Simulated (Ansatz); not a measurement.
# HfB4: the cost of one run

Method: DFT PBE, scalar-relativistic, plane waves, PAW, in Ansatz 0.2.0.

3 further runs of the same task are left out: 2 that didn't finish, 1 set aside as unsound or not needed.

## Step 1: Starting point

The structure is trigonal, space group R-3m (No. 166). Conventional cell: a = 4.140 Å, b = 4.140 Å, c = 9.292 Å, α = 90.00°, β = 90.00°, γ = 120.00°. Hf (site symmetry -3m) has 8 B at 1.92 to 2.41 Å as nearest neighbours. B (site symmetry 3m) is surrounded by 1 B at 1.47 Å and 1 Hf at 1.92 Å. B (site symmetry 3m) has 1 B at 1.47 Å as nearest neighbours.

As a file:

```
Hf B
1.0
     2.06984    1.19502    3.09740
    -2.06984    1.19502    3.09740
     0.00000   -2.39005    3.09740
Hf B
1 4
Direct
  0.00000 0.00000 0.00000
  0.79329 0.79329 0.79329
  0.20671 0.20671 0.20671
  0.63487 0.63487 0.63487
  0.36513 0.36513 0.36513
```

A structure generator made this guess: random cell by space group and Wyckoff sites (R-3m, No. 166). Its size is a rough estimate.

## Step 2: The guess as it stands, on a coarse mesh

The input, input.yaml:

```yaml
crystal:
  lattice:
    - [2.06984075, 1.19502311, 3.09740192]
    - [-2.06984075, 1.19502311, 3.09740192]
    - [0.0, -2.39004622, 3.09740192]
  atoms:
    - { symbol: Hf, position: [0.0, 0.0, 0.0] }
    - { symbol: B, position: [0.79329207, 0.79329207, 0.79329207] }
    - { symbol: B, position: [0.20670793, 0.20670793, 0.20670793] }
    - { symbol: B, position: [0.63486966, 0.63486966, 0.63486966] }
    - { symbol: B, position: [0.36513034, 0.36513034, 0.36513034] }
basis:
  ecutwfc: 420
kpoints:
  mp_grid: { grid: [6, 6, 6] }
hamiltonian:
  xc: pbe
scf:
  occupations: { method: gaussian, width: 0.1 }
  lower_state_search: "off"
output:
  forces: true
  stress: true
  eigenvalues: true
```

Started as:

```bash
$ ansatz run input.yaml --threads 1 --pin off --max-ram 2560MiB --backend cpu --events-out ev --progress --plain --runs-dir out
```

What time and memory should one allow on 1 thread of Arm Neoverse V1, shared host?

About 2.7 s, with a peak of 0.32 GiB.
